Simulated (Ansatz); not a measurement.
# GaH₅Se: small, medium and large basis sets

One table from this session's results is given with a row withheld; the runs are named, their logs left out.

Method: one geometry, several basis sets; program: Ansatz 0.2.0, Gaussian basis.

The runs, in order: PBE0-D4/def2-SVP; ωB97M-V/def2-SVP; PBE0-D4/def2-QZVPP; ωB97M-V/def2-QZVPP; the functionals' def2-TZVPP values are taken from earlier runs.

## The relaxed structure

The geometry comes from an earlier relaxation with PBE0-D4 in a triple-zeta def2 set; it is a stationary point, not always the lowest conformer.

SMILES `[GaH3-][SeH2+]`, 7 atoms, charge 0, spin multiplicity 1.

Atoms are counted from 1 here; the program's logs count them from 0.

Bond lengths: Ga1–Se2 2.713 Å, Ga1–H3 1.575 Å, Ga1–H4 1.575 Å, Ga1–H5 1.574 Å, Se2–H6 1.469 Å, Se2–H7 1.469 Å. Angles: Se2–Ga1–H3 94.5°, Se2–Ga1–H4 94.5°, Se2–Ga1–H5 98.0°, H3–Ga1–H4 118.9°, H3–Ga1–H5 119.1°, H4–Ga1–H5 119.1°, Ga1–Se2–H6 97.0°, Ga1–Se2–H7 97.0°, H6–Se2–H7 91.5°.

The first run:

in.yaml

```yaml
crystal:
  periodic: [false, false, false]
  atoms:
    - {symbol: Ga, position_ang: [-0.804607, -0.664946, -0.554203]}
    - {symbol: Se, position_ang: [0.775784, 0.591770, 1.257714]}
    - {symbol: H, position_ang: [-0.367357, -2.113220, -0.115902]}
    - {symbol: H, position_ang: [-2.145611, -0.068507, 0.017423]}
    - {symbol: H, position_ang: [-0.183410, -0.039684, -1.858729]}
    - {symbol: H, position_ang: [2.053401, 0.356330, 0.572923]}
    - {symbol: H, position_ang: [0.671800, 1.938257, 0.680775]}
basis:
  gaussian: {orbitals: def2-SVP}
hamiltonian: {xc: pbe0, dispersion: d4}
output: {orbitals: {seedname: orbitals}}
```

The run is started by

```
$ ansatz run in.yaml --threads 2 --pin off --events-out ev --progress --plain --max-ram 32768MiB --backend cpu
```

Among the steps run: PBE0-D4 in def2-SVP; ωB97M-V in def2-SVP; PBE0-D4 in def2-QZVPP; ωB97M-V in def2-QZVPP.

One of the session's tables, all rows but one given; the rest of the session is left out.

It belongs to the step «Functionals by basis». 

```
functional       basis  HOMO (eV)
   PBE0-D4    def2-SVP      -7.83
   PBE0-D4  def2-TZVPP      -7.89
   PBE0-D4  def2-QZVPP      -7.89
   ωB97M-V    def2-SVP     -10.02
   ωB97M-V  def2-TZVPP     -10.13
   ωB97M-V  def2-QZVPP          ?
```

Estimate the missing values for ωB97M-V, def2-QZVPP.

As computed: HOMO (eV): -10.14. In the column «HOMO (eV)» it is the lowest.
